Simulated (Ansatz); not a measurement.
# Ta3AsAu2O13 (R3m) in Ansatz: convergence with k mesh

Aim: find how far k mesh must go before the results for Ta3AsAu2O13 settle, at PBE. This setting moves, with any that are tied to it; all else stays.

All numbers are computed with Ansatz 0.2.0; they aren't measurements. Logs are shortened: lines on timing, memory, paths and dates and some standing lists are left out, and cuts for length are marked.

**1. The crystal as given**

The structure is trigonal, space group R3m (No. 160). Conventional cell: a = 10.485 Å, b = 10.485 Å, c = 12.428 Å, α = 90.00°, β = 90.00°, γ = 120.00°. Ta (site symmetry m) has 4 O at 1.82 to 1.95 Å as nearest neighbours. Around As (site symmetry 3m) lie 3 O at 1.76 Å. Au (site symmetry 3m) has 3 O at 2.21 Å as nearest neighbours. Au (site symmetry 3m) is surrounded by 1 As at 2.39 Å and 1 Au at 2.67 Å. O (site symmetry m) has 1 As at 1.76 Å and 1 Ta at 1.93 Å as nearest neighbours. O (site symmetry 1) has 1 O at 1.44 Å as nearest neighbours. Around O (site symmetry m) lie 1 Ta at 1.82 Å. O (site symmetry 3m) is surrounded by 3 Ta at 2.11 Å.

The cell was built by a generator and needn't be a form met in nature.

**2. With k mesh 1 × 1 × 1**

File input.yaml:

```yaml
crystal:
  lattice:
    - [5.24237, 3.02668, 4.14273]
    - [-5.24237, 3.02668, 4.14273]
    - [0.0, -6.05337, 4.14273]
  atoms:
    - { symbol: Ta, position: [0.23108, 0.57229, 0.23108] }
    - { symbol: Ta, position: [0.23108, 0.23108, 0.57229] }
    - { symbol: Ta, position: [0.57229, 0.23108, 0.23108] }
    - { symbol: As, position: [0.55878, 0.55878, 0.55878] }
    - { symbol: Au, position: [0.96559, 0.96559, 0.96559] }
    - { symbol: Au, position: [0.75105, 0.75105, 0.75105] }
    - { symbol: O, position: [0.40884, 0.66762, 0.40884] }
    - { symbol: O, position: [0.40884, 0.40884, 0.66762] }
    - { symbol: O, position: [0.66762, 0.40884, 0.40884] }
    - { symbol: O, position: [0.49726, 0.01313, 0.36024] }
    - { symbol: O, position: [0.36024, 0.49726, 0.01313] }
    - { symbol: O, position: [0.01313, 0.36024, 0.49726] }
    - { symbol: O, position: [0.36024, 0.01313, 0.49726] }
    - { symbol: O, position: [0.01313, 0.49726, 0.36024] }
    - { symbol: O, position: [0.49726, 0.36024, 0.01313] }
    - { symbol: O, position: [0.10963, 0.74806, 0.10963] }
    - { symbol: O, position: [0.10963, 0.10963, 0.74806] }
    - { symbol: O, position: [0.74806, 0.10963, 0.10963] }
    - { symbol: O, position: [0.3084, 0.3084, 0.3084] }
hamiltonian:
  xc: pbe
  pseudopotentials: { kind: paw, azcp: { folder: soft_1 } }
kpoints:
  mp_grid: { grid: [1, 1, 1] }
scf:
  occupations: { method: fermi_dirac, width: 0.05 }
output:
  forces: true
  stress: true
  eigenvalues: true
```

Potentials or basis: Ansatz PAW soft_1.

On the command line:

```console
ansatz run input.yaml --threads 8 --pin off --max-ram 20480MiB --backend cpu --events-out ev --progress --plain --runs-dir out
```

Standard output:

```text
Warning: RAYON_NUM_THREADS=8 ignored (pool sized by the plan → 8); use --threads N
Engine: ansatz 0.2.0, x86_64-unknown-linux-gnu
Pseudopotentials: kind: paw
Pseudopotential: Ta, paw, valence charge 13, recommended cutoff 420 eV (normal), <dir>
Pseudopotential: As, paw, valence charge 15, recommended cutoff 420 eV (normal), <dir>
Pseudopotential: Au, paw, valence charge 19, recommended cutoff 420 eV (normal), <dir>
Pseudopotential: O, paw, valence charge 6, recommended cutoff 420 eV (normal), <dir>
Functional definition: PBE
  parameter kappa = 0.804
  parameter beta = 0.06672455060314922
  exchange = pbe_x(kappa = kappa, mu = beta*pi^2/3)
  correlation = pbe_c(beta = beta)
Crystal: 19 atoms, lattice volume = 394.396 Å³
Basis set: ecut = 420 eV, 7723 PW (Γ), exchange–correlation on 100×100×100 points (8 copies of the dense FFT grid, shifted against one another)
Bands: 104, of which v1, the nominal top of the filled ones, is band 85 counted from 1 (84 counted from 0)
Symmetry: 6 space group operations
Space group: R3m (ITA 160), of the structure as read, at distance tolerance 7.3e-5 Å
k-points: 1
Non-local potential: Ta, projectors of the file, l = 0: 3, l = 1: 2, l = 2: 2, l = 3: 1
Non-local potential: As, projectors of the file, l = 0: 2, l = 1: 2, l = 2: 3, l = 3: 1
Non-local potential: Au, projectors of the file, l = 0: 3, l = 1: 2, l = 2: 2, l = 3: 1
Non-local potential: O, projectors of the file, l = 0: 2, l = 1: 2, l = 2: 1
PAW form: soft (Blöchl's): semilocal exchange-correlation on the pseudo side does not see the compensation charge
PAW one-centre angular grid: Ta, 590 points (default); XC on 64 Gauss nodes
PAW one-centre angular grid: As, 590 points (default); XC on 64 Gauss nodes
PAW one-centre angular grid: Au, 590 points (default); XC on 64 Gauss nodes
PAW one-centre angular grid: O, 110 points (default); XC on 64 Gauss nodes
Initial density: superposition of atomic densities (chi_scale 0.1, normalization cell, long waves kept (reshape's long-wave potential 0.08 eV rms))
Initial wavefunctions: pseudopotential atomic-orbital guess
Functional: x = pbe(κ = 0.804, μ = 0.2195149727645171), c = pbe(β = 0.06672455060314922)
SCF iter   1: F=—  HF=-68335.072035 eV  |F-HF|=—  |Δ(HF+E_count)|=         —  Δρ=8.26e-2  dr2=3.24e1  ethr=3.10e-3  ⟨swp⟩=6.0  Hψ=378  notcnv=0  defer=2
preconditioner: auto → Resta (q_TF=auto, 2.371 Å⁻¹)  ε∞=4.7  [insulator: Δε(μ)=1.061 eV  Ē_g=10.585 eV  σ=0.050 eV  W_gap=1.00  n_scr=80 (ndim 8)  ℏωp=20.5 eV  f_vac=0.298  D(μ)=0.00/eV (n_scr^D=0)  ε∞_Penn≈4.7]
SCF iter   2: F=—  HF=-68328.689801 eV  |F-HF|=—  |Δ(HF+E_count)|=    6.38e0  Δρ=4.74e-2  dr2=4.91e0  ethr=3.10e-3  ⟨swp⟩=3.0  Hψ=194  notcnv=0  defer=12
SCF iter   3: F=—  HF=-68327.623690 eV  |F-HF|=—  |Δ(HF+E_count)|=    1.07e0  Δρ=1.88e-2  dr2=1.06e0  ethr=2.89e-3  ⟨swp⟩=3.0  Hψ=184  notcnv=0  defer=6
automatic band count: iteration 3 solves 99 bands in place of 104: the levels show a gap, and the empty bands left out lie too high to hold charge; the band table lists the bands solved (type scf.n_extra_bands for more)
SCF iter   4: F=—  HF=-68327.429018 eV  |F-HF|=—  |Δ(HF+E_count)|=   1.95e-1  Δρ=4.24e-3  dr2=9.01e-2  ethr=6.23e-4  ⟨swp⟩=3.0  Hψ=168  notcnv=0  defer=6
SCF iter   5: F=—  HF=-68327.449191 eV  |F-HF|=—  |Δ(HF+E_count)|=   2.02e-2  Δρ=2.72e-3  dr2=3.06e-2  ethr=5.30e-5  ⟨swp⟩=2.0  Hψ=158  notcnv=0  defer=6
SCF iter   6: F=—  HF=-68327.451910 eV  |F-HF|=—  |Δ(HF+E_count)|=   2.72e-3  Δρ=1.23e-3  dr2=8.38e-3  ethr=1.80e-5  ⟨swp⟩=2.0  Hψ=175  notcnv=0  defer=6
SCF iter   7: F=—  HF=-68327.454575 eV  |F-HF|=—  |Δ(HF+E_count)|=   2.67e-3  Δρ=8.80e-4  dr2=3.63e-3  ethr=4.93e-6  ⟨swp⟩=2.0  Hψ=146  notcnv=0  defer=6
SCF iter   8: F=—  HF=-68327.454652 eV  |F-HF|=—  |Δ(HF+E_count)|=   7.75e-5  Δρ=2.20e-4  dr2=2.47e-4  ethr=2.14e-6  ⟨swp⟩=2.0  Hψ=145  notcnv=0  defer=6
SCF iter   9: F=—  HF=-68327.454901 eV  |F-HF|=—  |Δ(HF+E_count)|=   2.49e-4  Δρ=8.39e-5  dr2=3.08e-5  ethr=1.45e-7  ⟨swp⟩=2.0  Hψ=140  notcnv=0  defer=6
SCF iter  10: F=—  HF=-68327.455249 eV  |F-HF|=—  |Δ(HF+E_count)|=   3.48e-4  Δρ=5.19e-5  dr2=1.11e-5  ethr=1.81e-8  ⟨swp⟩=2.0  Hψ=171  notcnv=0  defer=6
SCF iter  11: F=—  HF=-68327.455252 eV  |F-HF|=—  |Δ(HF+E_count)|=   3.31e-6  Δρ=1.84e-5  dr2=1.45e-6  ethr=6.55e-9  ⟨swp⟩=2.0  Hψ=149  notcnv=0  defer=6
SCF iter  12: F=—  HF=-68327.455254 eV  |F-HF|=—  |Δ(HF+E_count)|=   1.76e-6  Δρ=4.98e-6  dr2=1.32e-7  ethr=8.51e-10  ⟨swp⟩=2.0  Hψ=147  notcnv=0  defer=6
SCF iter  13: F=-68327.455254 eV  HF=-68327.455254 eV  |F-HF|=2.50e-8  |Δ(HF+E_count)|=   2.00e-7  Δρ=3.88e-6  dr2=5.81e-8  ethr=5.88e-11  ⟨swp⟩=12.0  Hψ=404  notcnv=0
SCF 1 converged in 13 iterations: F = -68327.455254 eV  dr2 = 5.81e-8
SCF converged after 13 iterations
Free energy (F): -68327.455254 eV
Harris-Foulkes:  -68327.455254 eV  (|F-HF|=2.50e-8)
Internal energy: -68327.455221 eV  (E = F + TS)
E sigma→0 (E₀):  -68327.455237 eV
Entropy (-TS):   -0.000033 eV (-0.002 meV/atom)
Fermi energy:    3.710755 eV
--- Per-component energies (eV) ---
  E_band       = -2715.691640
  E_kinetic    = 4587.842848
  E_local      = -22749.754777  (includes V_loc(G=0)·N_el)
  E_nonlocal   = 462.397398
  E_hartree    = 9609.433693
  E_xc         = -2375.359524
  E_vxc        = -2457.126097  (∫ρ·V_xc dr)
  E_paw        = -48506.067753  (= ΣΔE_a)
  E_vpaw       = -1777.928596  (= ΣTr[D̂ρ^β])
  E_aug_tail   = 0.013220  (compensation charges beyond the density's cutoff)
  E_ewald      = -9355.960326
  E_smearing   = -0.000033  (= −TS)
  E_closure    = 0.000000  (closes the sum)
  Σ components = -68327.455254   (vs F -68327.455254, Δ=0.00e0)
--- Forces (eV/Å), atoms counted from 1 ---
  atom   1  Ta     0.16745472    -0.09668011     0.19881326
  atom   2  Ta     0.00000000     0.19335998     0.19881337
  atom   3  Ta    -0.16745472    -0.09668011     0.19881326
  atom   4  As    -0.00000000    -0.00000000     0.00855425
  atom   5  Au    -0.00000000    -0.00000005     0.12327456
  atom   6  Au    -0.00000000    -0.00000001     0.01311448
[... 11 lines left out ...]
  atom  18  O     -0.05832842    -0.03367585    -0.20872095
  atom  19  O      0.00000000     0.00000022    -0.54151132
  max |Σ_I F_I| component: 9.56e-7 eV/Å
--- Stress (GPa, compression-positive) ---
       -0.089239      -0.000000      -0.000000
       -0.000000      -0.089239      -0.000000
       -0.000000      -0.000000       0.208989
  P = ⅓ Tr σ = 0.0102 GPa (0.102 kbar)
--- Band table (eV) ---
  k-point 0: bands = ["-100.8920", "-100.7893", "-64.6359", "-64.6338", "-64.6338", "-52.6525", "-52.4586", "-52.1241", "-52.1241", "-52.0128", "-52.0128", "-33.9391", "-33.9391", "-33.8208", "-33.8208", "-33.7790", "-31.4014", "-31.3740", "-31.3740", "-31.2992", "-31.2992", "-31.2988", "-31.2533", "-31.2177", "-31.2177", "-18.2916", "-18.0216", "-18.0216", "-16.8495", "-15.2150", "-15.2150", "-14.4505", "-13.4225", "-13.4225", "-13.1895", "-11.7966", "-11.7966", "-11.2672", "-7.3065", "-4.0511", "-3.4510", "-3.4510", "-3.1033", "-3.1033", "-2.9664", "-2.3874", "-2.3874", "-1.7056", "-1.5305", "-1.5305", "-1.3733", "-1.2677", "-1.2677", "-1.0726", "-0.8189", "-0.5782", "-0.5782", "-0.2251", "-0.2251", "0.2165", "0.2165", "0.3237", "0.3249", "0.4226", "0.4226", "0.6499", "0.8050", "0.8050", "1.0690", "1.0690", "1.1201", "1.2573", "1.2573", "1.2644", "1.6223", "1.8181", "1.8181", "2.1174", "2.1174", "2.4090", "2.5583", "2.5583", "3.0653", "3.0653", "3.1249", "4.2729", "6.1820", "6.1820", "6.3591", "6.6037", "6.9004", "6.9004", "7.1899", "7.5822", "7.5822", "7.8924", "7.8924", "8.3866", "8.3866"]
```

Wall time 0.77 s (8 threads of AMD EPYC 9R45 (Zen 5), shared host); peak memory 0.57 GiB.

Results:

- Free energy: -68327.4553 eV
- Pressure: 0.0 GPa
- Largest force: 0.542 eV/Å
- Band gap on the k mesh: 1.15 eV, direct

**3. With k mesh 2 × 2 × 2**

input.yaml, as its differences from that of step 2:

```diff
@@ -29,3 +29,3 @@
 kpoints:
-  mp_grid: { grid: [1, 1, 1] }
+  mp_grid: { grid: [2, 2, 2] }
 scf:
```

Potentials or basis: Ansatz PAW soft_1.

On the command line:

```console
ansatz run input.yaml --threads 8 --pin off --max-ram 20480MiB --backend cpu --events-out ev --progress --plain --runs-dir out
```

It took 1.2 s on 8 threads of AMD EPYC 9R45 (Zen 5), shared host; peak memory 1.1 GiB.

What came out:

* Free energy: -68327.5923 eV
* Pressure: -0.1 GPa
* Largest force: 0.021 eV/Å
* Band gap on the k mesh: 1.07 eV, indirect (least direct gap 1.10 eV)

**4. With k mesh 3 × 3 × 3**

input.yaml, as its differences from that of step 3:

```diff
@@ -29,3 +29,3 @@
 kpoints:
-  mp_grid: { grid: [2, 2, 2] }
+  mp_grid: { grid: [3, 3, 3] }
 scf:
```

On the command line:

```console
ansatz run input.yaml --threads 8 --pin off --max-ram 20480MiB --backend cpu --events-out ev --progress --plain --runs-dir out
```

Run time: 2.2 s. Hardware: 8 threads of AMD EPYC 9R45 (Zen 5), shared host; peak memory 1.4 GiB.

What came out:

```yaml
Free_energy: -68327.5941 eV
Pressure: -0.1 GPa
Largest_force: 0.019 eV/Å
Band_gap_on_the_k_mesh: 1.11 eV, indirect (least direct gap 1.15 eV)
```

**5. With k mesh 4 × 4 × 4**

input.yaml, as its differences from that of step 4:

```diff
@@ -29,3 +29,3 @@
 kpoints:
-  mp_grid: { grid: [3, 3, 3] }
+  mp_grid: { grid: [4, 4, 4] }
 scf:
```

On the command line:

```console
ansatz run input.yaml --threads 8 --pin off --max-ram 20480MiB --backend cpu --events-out ev --progress --plain --runs-dir out
```

Run time: 4 s. Hardware: 8 threads of AMD EPYC 9R45 (Zen 5), shared host; peak memory 1.8 GiB.

Results (log left out):

```yaml
Free_energy: -68327.5932 eV
Pressure: -0.1 GPa
Largest_force: 0.019 eV/Å
Band_gap_on_the_k_mesh: 1.07 eV, indirect (least direct gap 1.11 eV)
```

**6. With k mesh 5 × 5 × 5**

input.yaml, as its differences from that of step 5:

```diff
@@ -29,3 +29,3 @@
 kpoints:
-  mp_grid: { grid: [4, 4, 4] }
+  mp_grid: { grid: [5, 5, 5] }
 scf:
```

Potentials or basis: Ansatz PAW soft_1.

On the command line:

```console
ansatz run input.yaml --threads 8 --pin off --max-ram 20480MiB --backend cpu --events-out ev --progress --plain --runs-dir out
```

Wall time 6 s (8 threads of AMD EPYC 9R45 (Zen 5), shared host); peak memory 2 GiB.

Results (log left out):

```
Free energy            : -68327.5938 eV
Pressure               : -0.1 GPa
Largest force          : 0.019 eV/Å
Band gap on the k mesh : 1.10 eV, indirect (least direct gap 1.12 eV)
```

**7. With k mesh 6 × 6 × 6**

input.yaml, as its differences from that of step 6:

```diff
@@ -29,3 +29,3 @@
 kpoints:
-  mp_grid: { grid: [5, 5, 5] }
+  mp_grid: { grid: [6, 6, 6] }
 scf:
```

On the command line:

```console
ansatz run input.yaml --threads 8 --pin off --max-ram 20480MiB --backend cpu --events-out ev --progress --plain --runs-dir out
```

Wall time 9.2 s (8 threads of AMD EPYC 9R45 (Zen 5), shared host); peak memory 2.3 GiB.

Results (log left out):

```yaml
Free_energy: -68327.5937 eV
Pressure: -0.1 GPa
Largest_force: 0.019 eV/Å
Band_gap_on_the_k_mesh: 1.07 eV, indirect (least direct gap 1.11 eV)
```

**8. The series at a glance**

```csv
k mesh,"energy less the tightest run, at zero smearing (meV/atom)",pressure (GPa),largest force (eV/Å),gap on the mesh (eV),SCF cycles,CPU time (s),peak memory (GiB)
1 × 1 × 1,7.28,0.01,0.542,1.148,13,4.1,0.57
2 × 2 × 2,0.07,-0.06,0.021,1.070,13,7.8,1.1
3 × 3 × 3,-0.02,-0.06,0.019,1.105,13,16,1.4
4 × 4 × 4,0.02,-0.06,0.019,1.072,13,29,1.8
5 × 5 × 5,-0.01,-0.06,0.019,1.097,13,45,2
6 × 6 × 6,0.00,-0.06,0.019,1.072,13,69,2.3
```

Against the tightest run, the energy stays within 1 meV/atom from 2 × 2 × 2 on; the pressure stays within 0.1 GPa from 1 × 1 × 1 on; the largest force stays within 0.005 eV/Å from 2 × 2 × 2 on. Not settled before the last step: the gap on the mesh (to 0.01 eV). Meshes of other sizes hit other points, so gaps and Fermi surfaces needn't settle smoothly. The tightest run that finished is the yardstick and may itself not be fully converged.

Caveats: spin-orbit coupling is left out, which moves the levels of the heavy elements.
